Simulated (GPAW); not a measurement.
Runs of GPAW 26.7.0 on NbSi. Symmetry: Fm-3m, No. 225, cubic system. The conventional cell has a = 5.148 Å, b = 5.148 Å, c = 5.148 Å, α = 90.00°, β = 90.00°, γ = 90.00°. Around Nb (site symmetry m-3m) lie 6 Si at 2.57 Å. Around Si (site symmetry m-3m) lie 6 Nb at 2.57 Å. The cell was built by a generator and needn't be a form met in nature.

```csv
level,potentials or basis,eigensolver,gap on the mesh (eV),pressure (GPa),relaxed volume (Å³/atom)
LDA,"the program's PAW data sets (release 1.2.1) made for this functional, pw",-,none,0.0,(b)
BLYP,"PAW data sets generated in the run's folder for this functional, pw",davidson,none,0.2,17.79
revPBE,"the program's PAW data sets (release 1.2.1) made for this functional, pw",-,none,0.0,17.25
PW91,"PAW data sets generated in the run's folder for this functional, pw",-,none,0.1,-
PBE,"GPAW PAW data sets (gpaw-data 1.2.1), pw",-,none,-0.1,-
SCAN,"GPAW PAW data sets (gpaw-data 1.2.1), pw",-,none,0.0,(a)
AM05,"PAW data sets generated in the run's folder for this functional, pw",-,none,0.1,16.45
RPBE,"the program's PAW data sets (release 1.2.1) made for this functional, pw",-,none,0.0,17.33
```

Alike in all rows: task relaxation of cell and atoms; no spin polarisation; cell relaxed; k mesh 8 × 8 × 8; cutoff (eV) 600; smearing fermi-dirac 0.05 eV.

Problem. Fill in the values left out.

Solution. (a) 16.77; (b) 16.24.

Caveats: later steps reuse the first step's grids; the relaxation stopped at its first step, so nothing moved (some runs); the PAW data sets were made with another functional, which shifts forces and pressure a little (some runs).

A k mesh can miss the band edges, and the runs leave out spin-orbit coupling on Nb.

A gap of «none» marks a metal or a gap under the smearing width.
